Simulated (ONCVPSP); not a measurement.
# As: the cost of one run

The numbers are computed with ONCVPSP 4.0.1.1 (patched build) (PBE, scalar-relativistic, spin-unpolarised reference atom).

### 1 Starting point

The settings as typed:

* element: arsenic (As, Z = 33)
* type: optimised norm-conserving Vanderbilt (ONCV)
* frozen core: [Ar]
* valence charge: 15
* reference configuration: 3d10 4s2 4p3
* partial waves: 4s: rc 1.30 bohr, ncon 4, nbas 8, qcut 4.7 1/bohr, 1 projector; 4p: rc 1.85 bohr, ncon 4, nbas 8, qcut 5.1 1/bohr, 2 projectors, debl 3.9 Ha; 3d: rc 1.20 bohr, ncon 4, nbas 9, qcut 13.6 1/bohr, 2 projectors, debl 2.4 Ha
* local potential: polynomial inside 1.10 bohr (lpopt 5, dvloc0 4 Ha)
* core correction: Teter function, fcfact 5, rcfact 1.35

The nodes and maxima of the atom's own shells, from an earlier all-electron run, set the scale for the radii.

All-electron outer shells of the reference configuration (PBE, scalar-relativistic, ld1.x):

```csv
shell,level (eV),outermost node (bohr),outermost maximum (bohr)
3s,-190.31,0.25,0.52
3p,-133.68,0.22,0.52
3d,-40.65,–,0.47
4s,-14.49,0.73,1.61
4p,-5.19,0.78,2.00
```

### 2 The generation run

As.dat

```
# ATOM AND REFERENCE CONFIGURATION
# atsym  z   nc   nv     iexc    psfile
  As 33.00    5    3        4      upf
#
#   n    l    f
    1    0    2.00
    2    0    2.00
    2    1    6.00
    3    0    2.00
    3    1    6.00
    3    2   10.00
    4    0    2.00
    4    1    3.00
#
# PSEUDOPOTENTIAL AND OPTIMIZATION
# lmax
    2
#
#   l,   rc,      ep,       ncon, nbas, qcut
    0    1.30    0.00    4    8    4.70
    1    1.85    0.00    4    8    5.10
    2    1.20    0.00    4    9   13.60
#
# LOCAL POTENTIAL
# lloc, lpopt,  rc(5),   dvloc0
    4    5    1.10    4.00
#
# VANDERBILT-KLEINMAN-BYLANDER PROJECTORs
# l, nproj, debl
    0    1    1.60
    1    2    3.90
    2    2    2.40
#
# MODEL CORE CHARGE
# icmod, fcfact, rcfact
    3    5.00    1.35
#
# LOG DERIVATIVE ANALYSIS
# epsh1, epsh2, depsh
   -3.00    5.00    0.02
#
# OUTPUT GRID
# rlmax, drl
    6.00    0.01
#
# TEST CONFIGURATIONS
# ncnf
    4
# nvcnf
#   n    l    f
    3
    3    2   10.00
    4    0    2.00
    4    1    2.00
#
    3
    3    2   10.00
    4    0    2.00
    4    1    1.00
#
    3
    3    2   10.00
    4    0    2.00
    4    1    0.00
#
    3
    3    2   10.00
    4    0    0.00
    4    1    5.00
#
```

Command:

```
oncvpsp.x < As.dat > As.out
```

**Question.** How long does this run take on 1 thread of Neoverse-N1, shared host?

About 4.9 s.
